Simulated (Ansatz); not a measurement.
# C2H9InS: up Jacob's ladder to CCSD(T)

How much do the methods differ for C2H9InS? The plan is to run it at one geometry with functionals of several rungs and with coupled cluster. The yardstick is the atomisation energy at the CCSD(T) limit.

The runs use Ansatz 0.2.0, Gaussian basis; functionals in def2-TZVPP, the program's frozen cores in correlated methods.

Levels to be run: LDA (SPW92), PBE-D4, revPBE-D4, BLYP-D4, r2SCAN-D4, B97M-V, PBE0-D4, B3LYP-D4, r2SCANh-D4, r2SCAN0-D4, HSE06-D4, BHLYP-D4, CAM-B3LYP-D4, LC-ωPBE, ωB97X-V, ωB97M-V, B2PLYP, PBE-QIDH; CCSD(T)/def2-SVP; CCSD(T)/def2-TZVPP; MP2/def2-QZVPP; extrapolation to the limit; RPA on PBE.

## 1. Structure used throughout

The geometry comes from an earlier relaxation with PBE0-D4 in a triple-zeta def2 set; it is a stationary point, not always the lowest conformer. In takes the def2 core potential; no spin-orbit term is included.

SMILES `C[S+](C)[InH3-]`, 13 atoms, charge 0, spin multiplicity 1.

Atoms are counted from 1 here; the program's logs count them from 0.

Bond lengths: C1–S2 1.796 Å, C1–H5 1.090 Å, C1–H6 1.091 Å, C1–H7 1.090 Å, S2–C3 1.796 Å, S2–In4 2.745 Å, C3–H8 1.090 Å, C3–H9 1.091 Å, C3–H10 1.090 Å, In4–H11 1.738 Å, In4–H12 1.728 Å, In4–H13 1.738 Å. Angles: S2–C1–H5 107.0°, S2–C1–H6 109.9°, S2–C1–H7 110.7°, H5–C1–H6 109.5°, H5–C1–H7 108.9°, H6–C1–H7 110.9°, C1–S2–C3 100.5°, C1–S2–In4 100.9°, C3–S2–In4 100.9°, S2–C3–H8 107.0°, S2–C3–H9 109.9°, S2–C3–H10 110.7°, H8–C3–H9 109.5°, H8–C3–H10 108.9°, H9–C3–H10 110.9°, S2–In4–H11 94.0°, S2–In4–H12 100.4°, S2–In4–H13 93.9° and more.

Coordinates:

```xyz
13
C2H9InS
C    -0.46706    1.56265   -0.56195
S    -0.68859    0.28622    0.68166
C     0.94627    0.26363    1.42438
In   -0.58370   -1.97410   -0.87268
H    -1.39971    1.62746   -1.12140
H    -0.26549    2.51944   -0.07906
H     0.33737    1.29711   -1.24780
H     0.94467   -0.52704    2.17396
H     1.14757    1.22095    1.90631
H     1.70625    0.03824    0.67630
H    -0.58848   -1.09079   -2.36942
H    -2.02288   -2.77700   -0.35386
H     0.95418   -2.48165   -0.24174
```

## 2. LDA

This LDA is Slater exchange with PW92 correlation.

in.yaml

```yaml
crystal:
  periodic: [false, false, false]
  atoms:
    - {symbol: C, position_ang: [-0.467057, 1.562652, -0.561949]}
    - {symbol: S, position_ang: [-0.688589, 0.286219, 0.681658]}
    - {symbol: C, position_ang: [0.946270, 0.263627, 1.424382]}
    - {symbol: In, position_ang: [-0.583700, -1.974104, -0.872683]}
    - {symbol: H, position_ang: [-1.399706, 1.627460, -1.121396]}
    - {symbol: H, position_ang: [-0.265491, 2.519435, -0.079062]}
    - {symbol: H, position_ang: [0.337367, 1.297108, -1.247799]}
    - {symbol: H, position_ang: [0.944671, -0.527043, 2.173965]}
    - {symbol: H, position_ang: [1.147566, 1.220948, 1.906315]}
    - {symbol: H, position_ang: [1.706249, 0.038243, 0.676299]}
    - {symbol: H, position_ang: [-0.588483, -1.090790, -2.369422]}
    - {symbol: H, position_ang: [-2.022883, -2.777000, -0.353865]}
    - {symbol: H, position_ang: [0.954185, -2.481655, -0.241744]}
basis:
  gaussian: {orbitals: def2-TZVPP}
hamiltonian: {xc: lda}
output: {orbitals: {seedname: orbitals}}
```

After this run come: PBE-D4 (GGA); revPBE-D4 (GGA); BLYP-D4 (GGA); r2SCAN-D4 (meta-GGA); B97M-V (meta-GGA); PBE0-D4 (hybrid); B3LYP-D4 (hybrid); r2SCANh-D4 (hybrid); r2SCAN0-D4 (hybrid); HSE06-D4 (hybrid); BHLYP-D4 (hybrid); CAM-B3LYP-D4 (range-separated); LC-ωPBE-D4 (range-separated); ωB97X-V (range-separated); ωB97M-V (range-separated); B2PLYP (double hybrid); PBE-QIDH (double hybrid); CCSD(T) in def2-SVP; CCSD(T) in def2-TZVPP; MP2 in def2-QZVPP; RPA on PBE orbitals.

Before running them: what should the planned runs give, taken together? Wanted: atomisation energy, CCSD(T)/CBS; farthest beyond LDA; mean size of error, GGA; mean size of error, meta-GGA; mean size of error, hybrid; mean size of error, range-separated; mean size of error, double hybrid; gap, smallest and largest; T1 diagnostic.

The runs gave:

| quantity | value |
| --- | --- |
| atomisation energy, CCSD(T)/CBS | 4027.2 kJ/mol |
| functionals within 40.3 kJ/mol (1.0 %) | PBE-D4, r2SCAN-D4, B97M-V, PBE0-D4, B3LYP-D4, r2SCANh-D4, r2SCAN0-D4, HSE06-D4, CAM-B3LYP-D4, LC-ωPBE, ωB97X-V, ωB97M-V |
| farthest beyond LDA | BHLYP-D4 (-89.9 kJ/mol) |
| mean size of error, GGA | 44.9 kJ/mol |
| mean size of error, meta-GGA | 15.8 kJ/mol |
| mean size of error, hybrid | 33.9 kJ/mol |
| mean size of error, range-separated | 15.0 kJ/mol |
| mean size of error, double hybrid | 60.9 kJ/mol |
| gap, smallest and largest | 5.12 eV (LDA (SPW92)), 11.65 eV (LC-ωPBE) |
| T1 diagnostic | 0.0123 |
| triples share of the correlation energy | 3.5 % |

What this shows: The LDA atomisation energy is off by 513.7 kJ/mol (13 %): it overbinds. PBE-D4 is off by +9.8 kJ/mol. Double hybrids carry the basis error of their MP2 part in triple zeta, and no dispersion term here, so their miss is partly the set-up's. The rungs range-separated, meta-GGA, hybrid miss on average by less than the doubt on the reference (40.3 kJ/mol), so they tie. Misses under about 40.3 kJ/mol are within the doubt on the reference itself, which lacks core-valence correlation, spin-orbit coupling and higher excitations, and its outer-core shells are covered unevenly. All levels share the lack of spin-orbit coupling, which lowers the free heavy atoms and so the true binding. Hartree-Fock recovers 74 % of the binding; the rest is correlation. CCSD(T) in def2-SVP is off by -224.6 kJ/mol, so the small basis spoils what the method gains. Orbital gaps span 5.1 to 11.6 eV; exact exchange widens them. Correlated methods include outer-core shells of In, which these sets cover unevenly.
